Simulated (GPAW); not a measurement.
# MoSe (Fm-3m) in GPAW: convergence with k mesh

Aim: find how far k mesh must go before the results for MoSe settle, at LDA. This setting moves, with any that are tied to it; all else stays.

Program: GPAW 26.7.0. These are calculated values, not measurements. Logs are shortened: lines on timing, memory, paths and dates and some standing lists are left out, and cuts for length are marked. The log counts tension as positive stress, the text compression.

**1. Starting point**

Symmetry: Fm-3m, No. 225, cubic system. Conventional cell: a = 5.786 Å, b = 5.786 Å, c = 5.786 Å, α = 90.00°, β = 90.00°, γ = 90.00°. Around Mo (site symmetry m-3m) lie 6 Se at 2.89 Å. Around Se (site symmetry m-3m) lie 6 Mo at 2.89 Å.

The cell was built by a generator and needn't be a form met in nature.

**2. With k mesh 2 × 2 × 2**

Input file run.py:

```python
from ase import Atoms
from ase.dft.bandgap import bandgap
from ase.io import write
from ase.units import GPa
from gpaw import GPAW, PW

atoms = Atoms(['Mo', 'Se'],
              cell=[[0.0, 2.89287951, 2.89287951],
                    [2.89287951, 0.0, 2.89287951],
                    [2.89287951, 2.89287951, 0.0]],
              scaled_positions=[[0.0, 0.0, 0.0],
                                [0.5, 0.5, 0.5]],
              pbc=True)

calc = GPAW(mode=PW(600),
            xc='LDA',
            kpts={'size': (2, 2, 2), 'gamma': True},
            occupations={'name': 'fermi-dirac', 'width': 0.05},
            nbands=20,
            convergence={'density': 1e-05, 'energy': 1e-05},
            maxiter=100,
            txt='gpaw.txt')
atoms.calc = calc
energy = atoms.get_potential_energy()
forces = atoms.get_forces()
stress = atoms.get_stress()
calc.write('gs.gpw')
write('result.traj', atoms)
print(f'Energy: {energy:.6f} eV')
print('Forces (eV/A):')
print(forces.round(4))
print('Stress (GPa):', (stress / GPa).round(3))
print('Fermi level:', round(calc.get_fermi_level(), 4), 'eV')
print(f'Gap: {bandgap(calc)[0]:.4f} eV, direct: {bandgap(calc, direct=True)[0]:.4f} eV')
```

Potentials or basis: the program's PAW data sets (release 1.2.1) made for this functional, pw.

On the command line:

```sh
$ OMP_NUM_THREADS=1 python run.py
```

Wall time 4 s (1 thread of Arm Neoverse V1, shared host); peak memory 0.14 GiB.

What came out:

- Free energy: -13.8762 eV
- Pressure: -25.4 GPa
- Band gap on the k mesh: none (metal or under the smearing width)

**3. With k mesh 3 × 3 × 3**

run.py, as its differences from that of step 2:

```diff
@@ -16,3 +16,3 @@
             xc='LDA',
-            kpts={'size': (2, 2, 2), 'gamma': True},
+            kpts={'size': (3, 3, 3), 'gamma': True},
             occupations={'name': 'fermi-dirac', 'width': 0.05},
```

Potentials or basis: the program's PAW data sets (release 1.2.1) made for this functional, pw.

On the command line:

```sh
$ OMP_NUM_THREADS=1 python run.py
```

It took 4.7 s on 1 thread of Arm Neoverse V1, shared host; peak memory 0.14 GiB.

Results:

```
Free energy            : -14.1570 eV
Pressure               : -27.0 GPa
Band gap on the k mesh : none (metal or under the smearing width)
```

**4. With k mesh 4 × 4 × 4**

run.py, as its differences from that of step 3:

```diff
@@ -16,3 +16,3 @@
             xc='LDA',
-            kpts={'size': (3, 3, 3), 'gamma': True},
+            kpts={'size': (4, 4, 4), 'gamma': True},
             occupations={'name': 'fermi-dirac', 'width': 0.05},
```

On the command line:

```sh
$ OMP_NUM_THREADS=1 python run.py
```

Wall time 7.2 s (1 thread of Arm Neoverse V1, shared host); peak memory 0.14 GiB.

Results:

```
Free energy            : -14.0596 eV
Pressure               : -25.7 GPa
Band gap on the k mesh : none (metal or under the smearing width)
```

**5. With k mesh 5 × 5 × 5**

run.py, as its differences from that of step 4:

```diff
@@ -16,3 +16,3 @@
             xc='LDA',
-            kpts={'size': (4, 4, 4), 'gamma': True},
+            kpts={'size': (5, 5, 5), 'gamma': True},
             occupations={'name': 'fermi-dirac', 'width': 0.05},
```

On the command line:

```sh
$ OMP_NUM_THREADS=1 python run.py
```

Wall time 8.3 s (1 thread of Arm Neoverse V1, shared host); peak memory 0.15 GiB.

Results (log left out):

* Free energy: -13.9743 eV
* Pressure: -25.2 GPa
* Band gap on the k mesh: none (metal or under the smearing width)

**6. With k mesh 6 × 6 × 6**

run.py, as its differences from that of step 5:

```diff
@@ -16,3 +16,3 @@
             xc='LDA',
-            kpts={'size': (5, 5, 5), 'gamma': True},
+            kpts={'size': (6, 6, 6), 'gamma': True},
             occupations={'name': 'fermi-dirac', 'width': 0.05},
```

Potentials or basis: the program's PAW data sets (release 1.2.1) made for this functional, pw.

On the command line:

```sh
$ OMP_NUM_THREADS=1 python run.py
```

It took 12 s on 1 thread of Arm Neoverse V1, shared host; peak memory 0.15 GiB.

Results (log left out):

| Quantity | Value |
| --- | --- |
| Free energy | -14.0287 eV |
| Pressure | -25.4 GPa |
| Band gap on the k mesh | none (metal or under the smearing width) |

**7. With k mesh 7 × 7 × 7**

run.py, as its differences from that of step 6:

```diff
@@ -16,3 +16,3 @@
             xc='LDA',
-            kpts={'size': (6, 6, 6), 'gamma': True},
+            kpts={'size': (7, 7, 7), 'gamma': True},
             occupations={'name': 'fermi-dirac', 'width': 0.05},
```

On the command line:

```sh
$ OMP_NUM_THREADS=1 python run.py
```

It took 14 s on 1 thread of Arm Neoverse V1, shared host; peak memory 0.15 GiB.

It converged, with:

- Free energy: -14.0252 eV
- Pressure: -25.4 GPa
- Band gap on the k mesh: none (metal or under the smearing width)

**8. With k mesh 9 × 9 × 9**

run.py, as its differences from that of step 7:

```diff
@@ -16,3 +16,3 @@
             xc='LDA',
-            kpts={'size': (7, 7, 7), 'gamma': True},
+            kpts={'size': (9, 9, 9), 'gamma': True},
             occupations={'name': 'fermi-dirac', 'width': 0.05},
```

On the command line:

```sh
$ OMP_NUM_THREADS=1 python run.py
```

It took 23 s on 1 thread of Arm Neoverse V1, shared host; peak memory 0.16 GiB.

The run converged. Its results:

* Free energy: -14.0345 eV
* Pressure: -25.6 GPa
* Band gap on the k mesh: none (metal or under the smearing width)

**9. With k mesh 11 × 11 × 11**

run.py, as its differences from that of step 8:

```diff
@@ -16,3 +16,3 @@
             xc='LDA',
-            kpts={'size': (9, 9, 9), 'gamma': True},
+            kpts={'size': (11, 11, 11), 'gamma': True},
             occupations={'name': 'fermi-dirac', 'width': 0.05},
```

Potentials or basis: the program's PAW data sets (release 1.2.1) made for this functional, pw.

On the command line:

```sh
$ OMP_NUM_THREADS=1 python run.py
```

gpaw.txt:

```text
__  _  _
 | _ |_)|_||  |
 |__||  | ||/\| - 26.7.0

Input parameters:
  mode=PW(ecut=600.0),
  convergence={'density': 1e-05, 'energy': 1e-05},
  kpts=MonkhorstPack(size=(11, 11, 11), gamma=True),
  maxiter=100,
  nbands=20,
  occupations=Occupations(name='fermi-dirac', width=0.05),
  xc=XC(name='LDA')

Diagonalizing LCAO Hamiltonian
Converting LCAO to pw mode

                Se

       Mo

Atoms  # Å, Bohr magnetons
|   | symbol |        x |        y |        z |    initial magnetic moments |
|---|--------|----------|----------|----------|-----------------------------|
| 0 |     Mo | 0.000000 | 0.000000 | 0.000000 | ( 0.0000,  0.0000,  0.0000) |
| 1 |     Se | 2.892880 | 2.892880 | 2.892880 | ( 0.0000,  0.0000,  0.0000) |

Unit cell  # Å
| periodic |        x |        y |        z |  lengths |    angles |
|----------|----------|----------|----------|----------|-----------|
|      yes | 0.000000 | 2.892880 | 2.892880 | 4.091149 | 60.000000 |
|      yes | 2.892880 | 0.000000 | 2.892880 | 4.091149 | 60.000000 |
|      yes | 2.892880 | 2.892880 | 0.000000 | 4.091149 | 60.000000 |

Number of symmetries: 48
Symmetry operations  # r_c * U_cc + t_c -> r_c
|    | kind |            matrix            |
|----|------|------------------------------|
|  0 |  σ   |  1, 0, 0,  1, 0,-1,  1,-1, 0 |
|  1 |  C2  |  1, 0, 0,  1,-1, 0,  1, 0,-1 |
|  2 |  E   |  1, 0, 0,  0, 1, 0,  0, 0, 1 |
|  3 |  σ   |  1, 0, 0,  0, 0, 1,  0, 1, 0 |
|  4 |  C4  |  1, 0,-1,  1, 0, 0,  1,-1, 0 |
|  5 |  S6  |  1, 0,-1,  1,-1, 0,  1, 0, 0 |
|  6 |  σ   |  1, 0,-1,  0, 1,-1,  0, 0,-1 |
|  7 |  C3  |  1, 0,-1,  0, 0,-1,  0, 1,-1 |
|  8 |  S6  |  1,-1, 0,  1, 0, 0,  1, 0,-1 |
|  9 |  C4  |  1,-1, 0,  1, 0,-1,  1, 0, 0 |
| 10 |  C3  |  1,-1, 0,  0,-1, 1,  0,-1, 0 |
| 11 |  σ   |  1,-1, 0,  0,-1, 0,  0,-1, 1 |
| 12 |  σ   |  0, 1, 0,  1, 0, 0,  0, 0, 1 |
| 13 |  C4  |  0, 1, 0,  0, 1,-1, -1, 1, 0 |
| 14 |  C3  |  0, 1, 0,  0, 0, 1,  1, 0, 0 |
| 15 |  S6  |  0, 1, 0, -1, 1, 0,  0, 1,-1 |
| 16 |  C2  |  0, 1,-1,  1, 0,-1,  0, 0,-1 |
| 17 |  σ   |  0, 1,-1,  0, 1, 0, -1, 1, 0 |
| 18 |  S4  |  0, 1,-1,  0, 0,-1,  1, 0,-1 |
| 19 |  C4  |  0, 1,-1, -1, 1, 0,  0, 1, 0 |
| 20 |  C3  |  0, 0, 1,  1, 0, 0,  0, 1, 0 |
| 21 |  σ   |  0, 0, 1,  0, 1, 0,  1, 0, 0 |
| 22 |  S6  |  0, 0, 1,  0,-1, 1, -1, 0, 1 |
| 23 |  C4  |  0, 0, 1, -1, 0, 1,  0,-1, 1 |
| 24 |  S4  |  0, 0,-1,  1, 0,-1,  0, 1,-1 |
| 25 |  C3  |  0, 0,-1,  0, 1,-1,  1, 0,-1 |
| 26 |  C2  |  0, 0,-1,  0,-1, 0, -1, 0, 0 |
| 27 |  S6  |  0, 0,-1, -1, 0, 0,  0,-1, 0 |
| 28 |  S4  |  0,-1, 1,  1,-1, 0,  0,-1, 0 |
| 29 |  C4  |  0,-1, 1,  0, 0, 1, -1, 0, 1 |
| 30 |  C2  |  0,-1, 1,  0,-1, 0,  1,-1, 0 |
| 31 |  σ   |  0,-1, 1, -1, 0, 1,  0, 0, 1 |
| 32 |  C3  |  0,-1, 0,  1,-1, 0,  0,-1, 1 |
| 33 |  S6  |  0,-1, 0,  0, 0,-1, -1, 0, 0 |
| 34 |  S4  |  0,-1, 0,  0,-1, 1,  1,-1, 0 |
| 35 |  C2  |  0,-1, 0, -1, 0, 0,  0, 0,-1 |
| 36 |  C2  | -1, 1, 0,  0, 1, 0,  0, 1,-1 |
| 37 |  S6  | -1, 1, 0,  0, 1,-1,  0, 1, 0 |
| 38 |  S4  | -1, 1, 0, -1, 0, 1, -1, 0, 0 |
| 39 |  C3  | -1, 1, 0, -1, 0, 0, -1, 0, 1 |
| 40 |  S6  | -1, 0, 1,  0, 0, 1,  0,-1, 1 |
| 41 |  C2  | -1, 0, 1,  0,-1, 1,  0, 0, 1 |
| 42 |  C3  | -1, 0, 1, -1, 1, 0, -1, 0, 0 |
| 43 |  S4  | -1, 0, 1, -1, 0, 0, -1, 1, 0 |
| 44 |  C2  | -1, 0, 0,  0, 0,-1,  0,-1, 0 |
| 45 |  i   | -1, 0, 0,  0,-1, 0,  0, 0,-1 |
| 46 |  σ   | -1, 0, 0, -1, 1, 0, -1, 0, 1 |
| 47 |  C2  | -1, 0, 0, -1, 0, 1, -1, 1, 0 |

BZ-sampling:
  Number of BZ points: 1331
  Number of IBZ points: 56

  Monkhorst-Pack size: [11, 11, 11]
  Monkhorst-Pack shift: [0, 0, 0]

K-points  # in reciprocal-cell coordinates
|     |                                coordinates |     weight |
|-----|--------------------------------------------|------------|
|   0 | (  0.00000000,   0.00000000,   0.00000000) | 0.00075131 |
|   1 | (  0.09090909,   0.09090909,   0.00000000) | 0.00450789 |
|   2 | (  0.09090909,   0.09090909,   0.09090909) | 0.00601052 |
|   3 | (  0.18181818,   0.09090909,   0.09090909) | 0.00901578 |
|   4 | (  0.18181818,   0.18181818,   0.00000000) | 0.00450789 |
|   5 | (  0.18181818,   0.18181818,   0.09090909) | 0.01803156 |
|   6 | (  0.18181818,   0.18181818,   0.18181818) | 0.00601052 |
|   7 | (  0.27272727,   0.18181818,   0.09090909) | 0.01803156 |
|   8 | (  0.27272727,   0.18181818,   0.18181818) | 0.01803156 |
|   9 | (  0.27272727,   0.27272727,   0.00000000) | 0.00450789 |
| ... |                                            |            |
|  55 | (  0.45454545,   0.45454545,   0.45454545) | 0.00601052 |

Plane wave coefficients: 1639
Cutoff: 600.0 eV

Spin-components: 1 (collinear spins)
Bands:           20
Projectors:      11
Spin-degeneracy: 2
Datatype:        complex128

Parallelization:
  kpt:    1
  domain: 1
  band:   1

Density:
  Valence electrons: 20.0
  Components: 1
  Grid points: [24 24 24]
  Charge: 0.0  # |e|

Potential:
  Grid points: [24 24 24]

species:
  Mo:
    name:    Molybdenum
    Z:       42.0
    valence: 14
    core:    28
    charge:  0.0  # [|e|]
    compensation charges:
      type: gauss
      rc: 0.38  # [Å]
      lmax: 2
    cutoffs:
      filter: 2.16  # [Å]
      core: 1.42  # [Å]
    projectors
    | kind |    occ | energy [eV] | rcut [Å] |
    |------|--------|-------------|----------|
    |   4s |  2.000 |     -64.384 |    1.238 |
    |   5s |  1.000 |      -4.319 |    1.238 |
    |   4p |  6.000 |     -38.595 |    1.296 |
    |   5p |  0.000 |      -1.161 |    1.296 |
    |   4d |  5.000 |      -3.933 |    1.296 |
    |    d |        |      23.278 |    1.296 |

    Using partial waves for Mo as LCAO basis

  Se:
    name:    Selenium
    Z:       34.0
    valence: 6
    core:    28
    charge:  0.0  # [|e|]
    compensation charges:
      type: gauss
      rc: 0.27  # [Å]
      lmax: 2
    cutoffs:
      filter: 1.77  # [Å]
      core: 2.67  # [Å]
    projectors
    | kind |    occ | energy [eV] | rcut [Å] |
    |------|--------|-------------|----------|
    |   4s |  2.000 |     -17.472 |    0.847 |
    |   4p |  4.000 |      -6.656 |    1.005 |
    |    s |        |       9.739 |    0.847 |
    |    p |        |      20.555 |    1.005 |
    |    d |        |       0.000 |    0.847 |

    Using partial waves for Se as LCAO basis

Reference energy: -176036.986678  # eV

eigensolver:
  PPCG
  Converge bands: occupied
  niter=2

density mixing:
  MSR1-Mixer
  Pratt-step length: 0.05
  Maximum mixing coefficient: 0.75
  Old densities: 10
  SVD Regularization: 0.005
  Good broyden scale: 1.0
  Trust region scale: 1.0
  Backstep threshold: 4.0
  History deletion threshold: 6.0
  Fourier metric: weight=20.0, sigma=0.015

occupation numbers:
  Fermi-Dirac:
    width: 0.0500  # eV

poisson solver:
  ecut: 4800.0  # eV

xc functional:
  name: None

convergence criteria:
- Maximum integral of absolute [dens]ity change: 1e-05 electrons / valence electron
- Maximum [total energy] change in last 3 cyles: 1e-05 eV / valence electron
- Maximum integral of absolute [eigenst]ate change: 4e-08 eV^2 / valence electron
maximum number of iterations: 100

SCF iterations
|iter     | |      energy | eigst |  dens |
|---------|-|-------------|-------|-------|
|iter:   1| |  -14.702564 | +0.23 |       |
|iter:   2| |  -14.468662 | -1.97 | -1.10 |
|iter:   3| |  -14.020158 | -1.42 | -1.18 |
|iter:   4| |  -14.011945 | -3.26 | -1.76 |
|iter:   5| |  -14.010745 | -3.53 | -2.00 |
|iter:   6| |  -14.010695 | -4.59 | -2.46 |
|iter:   7| |  -14.010677c| -6.00 | -3.42 |
|iter:   8| |  -14.010677c| -7.31 | -4.14 |
|iter:   9| |  -14.010677c| -7.94c| -5.13c|

Converged in 9 steps
Energy contributions relative to reference atoms: (reference = -176036.986678)

Energy contributions:
  Kinetic:         -29.833995
  Coulomb:          22.585790
  Zero:             -0.329297
  External:          0.000000
  Xc:               -6.410356
  Entropy:          -0.045640
  Spinorbit:         0.000000
  ----------------------------
  Free energy:     -14.033497
  Extrapolated:    -14.010677

dipole moment: (-21.443704, -21.443704, -21.443704)  # |e|*Ang

Fermi level: 6.891
Eigenvalues  # (at kpt = [0.000, 0.000, 0.000])
| band index |      eig [eV] | occ [0-2] |
|------------|---------------|-----------|
|          0 |       -54.281 |     2.000 |
|        ... |               |           |
|          5 |         4.942 |     2.000 |
|          6 |         4.942 |     2.000 |
|          7 |         4.942 |     2.000 |
|          8 |         5.824 |     2.000 |
|          9 |         5.824 |     2.000 |
|         10 |         5.824 |     2.000 |
|         11 |         5.970 |     2.000 |
|         12 |         5.970 |     2.000 |
|         13 |         7.593 |     0.000 |
|         14 |        15.278 |     0.000 |
|         15 |        17.078 |     0.000 |
|         16 |        17.078 |     0.000 |
|         17 |        17.078 |     0.000 |
|         18 |        18.695 |     0.000 |
|         19 |        18.695 |     0.000 |

No gap
No difference between direct/indirect transitions

Forces  # eV/Ang
|       x |       y |        z |
|---------|---------|----------|
| 0.00000 | 0.00000 |  0.00000 |  # Mo   0
| 0.00000 | 0.00000 | -0.00000 |  # Se   1

Stress tensor  # eV/Ang^3
|        x |         y |         z |
|----------|-----------|-----------|
| 0.159481 |  0.000000 |  0.000000 |
| 0.000000 |  0.159481 | -0.000000 |
| 0.000000 | -0.000000 |  0.159481 |

# Writing to gs.gpw (mode='')
```

Wall time 36 s (1 thread of Arm Neoverse V1, shared host); peak memory 0.18 GiB.

Results:

```
Free energy            : -14.0335 eV
Pressure               : -25.6 GPa
Band gap on the k mesh : none (metal or under the smearing width)
```

**10. Summary**

```
      k mesh  energy less the tightest run, at zero smearing (meV/atom)  pressure (GPa)  SCF cycles  CPU time (s)  peak memory (GiB)
   2 × 2 × 2                                                      84.36          -25.45           9             4               0.14
   3 × 3 × 3                                                     -65.06          -26.96           9           4.7               0.14
   4 × 4 × 4                                                     -10.95          -25.72           9           7.1               0.14
   5 × 5 × 5                                                      34.17          -25.15           9           8.2               0.15
   6 × 6 × 6                                                       2.20          -25.42          10            12               0.15
   7 × 7 × 7                                                       5.20          -25.38           9            14               0.15
   9 × 9 × 9                                                      -0.61          -25.56           9            23               0.16
11 × 11 × 11                                                       0.00          -25.55           9            36               0.18
```

Against the tightest run, the energy stays within 1 meV/atom from 9 × 9 × 9 on; the pressure stays within 0.1 GPa from 9 × 9 × 9 on. Meshes of other sizes hit other points, so gaps and Fermi surfaces needn't settle smoothly. The tightest run that finished is the yardstick and may itself not be fully converged.

Caveats: so large a pressure means that the cell lies far from this level's equilibrium, or that cutoff or potentials fall short.
